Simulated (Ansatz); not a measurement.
Working through a test of the smearing width of Sr₃Pb, space group Pm-3m

Program: Ansatz 0.2.0 through its Python package.

Interactive session:
```pycon
>>> import ansatz as az
>>> from tabulate import tabulate
>>> cell = (
...     az.Lattice.of((5.410901, 0.0, 0.0), (0.0, 5.410901, 0.0), (0.0, 0.0, 5.410901))
...     .atom("Sr", (0.5, 0.0, 0.5))
...     .atom("Sr", (0.0, 0.5, 0.5))
...     .atom("Sr", (0.5, 0.5, 0.0))
...     .atom("Pb", (0.0, 0.0, 0.0))
... )
>>> [site.symbol for site in cell.resolved().sites]
['Sr', 'Sr', 'Sr', 'Pb']
>>> base = (
...     cell.calculation()
...     .functional("PBEsol")
...     .pseudopotentials("paw")
...     .kpoints(3, shift=0.5)
...     .mixing("msr1", beta=0.1)
...     .scf(extra_bands=2)
... )
>>> rows = []
>>> for value in [0.25, 0.15, 0.1, 0.05, 0.025]:
...     summary = base.occupations("gaussian", width=value).run(threads=1).report
...     rows.append((value, summary["free_energy_ev"] / len(summary["lattice"]["sites"]), summary["n_iterations"], summary["n_kpoints"]))
...
DeckWarning: basis.ecutwfc = 420 eV, auto-derived from the records' recommended cutoffs: set by Sr (normal level)
>>> print(tabulate(rows, headers=["width (eV)", "F/atom (eV)", "iterations", "k-points"], floatfmt=".4f", tablefmt="simple"))
  width (eV)    F/atom (eV)    iterations    k-points
------------  -------------  ------------  ----------
      0.2500     -5558.2871             7           4
      0.1500     -5558.2829             7           4
      0.1000     -5558.2809             7           4
      0.0500     -5558.2790             7           4
      0.0250     -5558.2780             7           4
>>> for row in rows[:-1]:
...     shift = 1000 * (row[1] - rows[-1][1])
...     print(f"{row[0]}: {shift:+.2f} meV/atom" + ("  (within 5 meV)" if abs(shift) < 5 else ""))
...
0.25: -9.10 meV/atom
0.15: -4.93 meV/atom  (within 5 meV)
0.1: -2.95 meV/atom  (within 5 meV)
0.05: -0.98 meV/atom  (within 5 meV)
```

Going from 0.025 to 0.25 eV changes F by -9.1 meV an atom. The report's estimate for zero width moves by -4.2 meV, so the entropy term explains only part of the change.

Caveats:
- The mesh is modest for a metal, so energies can be off by several to tens of meV an atom and pressures by half a GPa or more; differences at equal mesh fare better.
- The narrowest width needs the finest mesh, so the last row is no converged reference.
- Spin-orbit coupling, which matters for elements this heavy, is left out.
- This cell is a computed structure, which may not be the phase found in nature.
- Warnings are shown shortened and without file and line.
- Timing: 10 s on 1 thread of Arm Neoverse V1, on a shared host, peak memory 0.38 GiB.
